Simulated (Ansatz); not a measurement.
# CH7AlOSi: a ladder of functionals and wavefunction methods

How much do the methods differ for CH7AlOSi? The plan is to run it at one geometry with functionals of several rungs and with coupled cluster. The yardstick is the atomisation energy at the CCSD(T) limit.

Computed with Ansatz 0.2.0, Gaussian basis. Level: functionals in def2-TZVPP, the program's frozen cores in correlated methods.

The runs, in order: LDA (SPW92), PBE-D4, revPBE-D4, BLYP-D4, r2SCAN-D4, B97M-V, PBE0-D4, B3LYP-D4, r2SCANh-D4, r2SCAN0-D4, HSE06-D4, BHLYP-D4, CAM-B3LYP-D4, LC-ωPBE, ωB97X-V, ωB97M-V, B2PLYP, PBE-QIDH; CCSD(T)/def2-SVP; CCSD(T)/def2-TZVPP; MP2/def2-QZVPP; extrapolation to the limit; RPA on PBE.

### 1 The relaxed structure

An earlier PBE0-D4 in a triple-zeta def2 set relaxation fixed the geometry.

SMILES `[CH3][AlH][O][SiH3]`, 11 atoms, charge 0, spin multiplicity 1.

Atoms are counted from 1 here; the program's logs count them from 0.

Bond lengths: C1–Al2 1.942 Å, C1–H5 1.093 Å, C1–H6 1.096 Å, C1–H7 1.094 Å, Al2–O3 1.688 Å, Al2–H8 1.582 Å, O3–Si4 1.621 Å, Si4–H9 1.488 Å, Si4–H10 1.489 Å, Si4–H11 1.488 Å. Angles: Al2–C1–H5 112.4°, Al2–C1–H6 110.3°, Al2–C1–H7 111.7°, H5–C1–H6 107.2°, H5–C1–H7 108.4°, H6–C1–H7 106.6°, C1–Al2–O3 119.8°, C1–Al2–H8 124.0°, O3–Al2–H8 116.2°, Al2–O3–Si4 169.7°, O3–Si4–H9 110.1°, O3–Si4–H10 110.8°, O3–Si4–H11 110.2°, H9–Si4–H10 108.4°, H9–Si4–H11 108.8°, H10–Si4–H11 108.4°.

### 2 LDA

This LDA is Slater exchange with PW92 correlation.

Contents of in.yaml:

```yaml
crystal:
  periodic: [false, false, false]
  atoms:
    - {symbol: C, position_ang: [-1.516076, 1.536831, -0.427415]}
    - {symbol: Al, position_ang: [-1.148244, -0.171860, 0.419404]}
    - {symbol: O, position_ang: [0.407464, -0.823265, 0.350362]}
    - {symbol: Si, position_ang: [1.960747, -1.220806, 0.113427]}
    - {symbol: H, position_ang: [-0.796592, 1.774165, -1.214920]}
    - {symbol: H, position_ang: [-1.466963, 2.345397, 0.310861]}
    - {symbol: H, position_ang: [-2.521602, 1.566497, -0.857005]}
    - {symbol: H, position_ang: [-2.226467, -1.018124, 1.209736]}
    - {symbol: H, position_ang: [2.731514, -1.046571, 1.374007]}
    - {symbol: H, position_ang: [2.573531, -0.359905, -0.936308]}
    - {symbol: H, position_ang: [2.068088, -2.639359, -0.321451]}
basis:
  gaussian: {orbitals: def2-TZVPP}
hamiltonian: {xc: lda}
output: {orbitals: {seedname: orbitals}}
```

The runs that follow: PBE-D4 (GGA); revPBE-D4 (GGA); BLYP-D4 (GGA); r2SCAN-D4 (meta-GGA); B97M-V (meta-GGA); PBE0-D4 (hybrid); B3LYP-D4 (hybrid); r2SCANh-D4 (hybrid); r2SCAN0-D4 (hybrid); HSE06-D4 (hybrid); BHLYP-D4 (hybrid); CAM-B3LYP-D4 (range-separated); LC-ωPBE-D4 (range-separated); ωB97X-V (range-separated); ωB97M-V (range-separated); B2PLYP (double hybrid); PBE-QIDH (double hybrid); CCSD(T) in def2-SVP; CCSD(T) in def2-TZVPP; MP2 in def2-QZVPP; RPA on PBE orbitals.

Q: Predict the results of all the runs planned. Wanted: atomisation energy, CCSD(T)/CBS; farthest beyond LDA; mean size of error, GGA; mean size of error, meta-GGA; mean size of error, hybrid; mean size of error, range-separated; mean size of error, double hybrid; gap, smallest and largest; T1 diagnostic.

**Answer**, as computed:

| quantity | value |
| --- | --- |
| atomisation energy, CCSD(T)/CBS | 3808.7 kJ/mol |
| functionals within 19.0 kJ/mol (0.5 %) | r2SCAN-D4, B97M-V, CAM-B3LYP-D4, ωB97X-V, ωB97M-V |
| farthest beyond LDA | revPBE-D4 (-107.3 kJ/mol) |
| mean size of error, GGA | 64.7 kJ/mol |
| mean size of error, meta-GGA | 11.2 kJ/mol |
| mean size of error, hybrid | 51.1 kJ/mol |
| mean size of error, range-separated | 14.8 kJ/mol |
| mean size of error, double hybrid | 54.9 kJ/mol |
| gap, smallest and largest | 5.00 eV (LDA (SPW92)), 12.00 eV (LC-ωPBE) |
| T1 diagnostic | 0.0111 |
| triples share of the correlation energy | 3.2 % |

**Reading.** The LDA atomisation energy is off by 390.1 kJ/mol (10 %): it overbinds. PBE-D4 misses by -36.8 kJ/mol. Double hybrids carry the basis error of their MP2 part in triple zeta, and no dispersion term here, so their miss is partly the set-up's. The rungs meta-GGA, range-separated miss on average by less than the doubt on the reference (19.0 kJ/mol), so they tie. Misses under about 19.0 kJ/mol are within the doubt on the reference itself, which lacks core-valence correlation, relativity and higher excitations. Hartree-Fock recovers 76 % of the binding; the rest is correlation. CCSD(T) in def2-SVP is off by -233.6 kJ/mol, so the small basis spoils what the method gains. The gap grows from 5.0 to 12.0 eV across the functionals, mostly with the share of exact exchange.
